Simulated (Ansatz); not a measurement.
# H₇N₂PSi₂: how energies converge with the basis set

One table from this session's results is given with a row withheld; the runs are named, their logs left out.

Method: one geometry, several basis sets; program: Ansatz 0.2.0, Gaussian basis.

Levels to be run: PBE0-D4/def2-SVP; ωB97M-V/def2-SVP; PBE0-D4/def2-QZVPP; ωB97M-V/def2-QZVPP; the functionals' def2-TZVPP values are taken from earlier runs.

### The geometry

All runs share one geometry, relaxed beforehand with PBE0-D4 in a triple-zeta def2 set.

12 atoms, charge 0, spin multiplicity 1.

Atoms are counted from 1 here; the program's logs count them from 0.

Bond lengths: N1–P2 1.804 Å, N1–H6 1.015 Å, N1–H7 1.016 Å, P2–Si3 2.301 Å, P2–H8 1.423 Å, Si3–N4 1.707 Å, Si3–H9 1.493 Å, Si3–H11 1.483 Å, N4–Si5 1.779 Å, N4–H10 1.007 Å, Si5–H12 1.539 Å. Angles: P2–N1–H6 112.2°, P2–N1–H7 109.4°, H6–N1–H7 107.1°, N1–P2–Si3 93.4°, N1–P2–H8 97.1°, Si3–P2–H8 95.5°, P2–Si3–N4 102.2°, P2–Si3–H9 109.7°, P2–Si3–H11 107.5°, N4–Si3–H9 114.3°, N4–Si3–H11 113.8°, H9–Si3–H11 108.9°, Si3–N4–Si5 115.1°, Si3–N4–H10 121.1°, Si5–N4–H10 118.6°, N4–Si5–H12 94.1°.

The first run:

The input, in.yaml:

```yaml
crystal:
  periodic: [false, false, false]
  atoms:
    - {symbol: N, position_ang: [-1.491608, 0.441649, -0.094595]}
    - {symbol: P, position_ang: [-0.907762, -0.685396, 1.187144]}
    - {symbol: Si, position_ang: [1.258669, -0.662861, 0.413073]}
    - {symbol: N, position_ang: [1.137796, 0.332941, -0.968626]}
    - {symbol: Si, position_ang: [-0.003992, 1.689185, -0.822079]}
    - {symbol: H, position_ang: [-1.877971, -0.052567, -0.892044]}
    - {symbol: H, position_ang: [-2.233301, 1.025197, 0.282282]}
    - {symbol: H, position_ang: [-1.272572, -1.897120, 0.535495]}
    - {symbol: H, position_ang: [1.704910, -2.058884, 0.127397]}
    - {symbol: H, position_ang: [1.348960, -0.022799, -1.887146]}
    - {symbol: H, position_ang: [2.109759, -0.095573, 1.486696]}
    - {symbol: H, position_ang: [0.304013, 1.931025, 0.666505]}
basis:
  gaussian: {orbitals: def2-SVP}
hamiltonian: {xc: pbe0, dispersion: d4}
output: {orbitals: {seedname: orbitals}}
```

Command:

```sh
$ ansatz run in.yaml --threads 4 --pin off --events-out ev --progress --plain --max-ram 10444MiB
```

Steps of the session up to this table: PBE0-D4 in def2-SVP; ωB97M-V in def2-SVP; PBE0-D4 in def2-QZVPP; ωB97M-V in def2-QZVPP.

One of the session's tables, all rows but one given; the rest of the session is left out.

It belongs to the step «Functionals by basis». 

| functional | basis | HOMO (eV) |
| --- | --- | --- |
| PBE0-D4 | def2-SVP | -5.41 |
| PBE0-D4 | def2-TZVPP | -5.54 |
| PBE0-D4 | def2-QZVPP | ? |
| ωB97M-V | def2-SVP | -7.39 |
| ωB97M-V | def2-TZVPP | -7.56 |
| ωB97M-V | def2-QZVPP | -7.59 |

Q: Estimate the row for PBE0-D4, def2-QZVPP from the others.

As computed: HOMO (eV): -5.57. In the column «HOMO (eV)» it lies between ωB97M-V, def2-SVP (-7.39) and PBE0-D4, def2-TZVPP (-5.54).
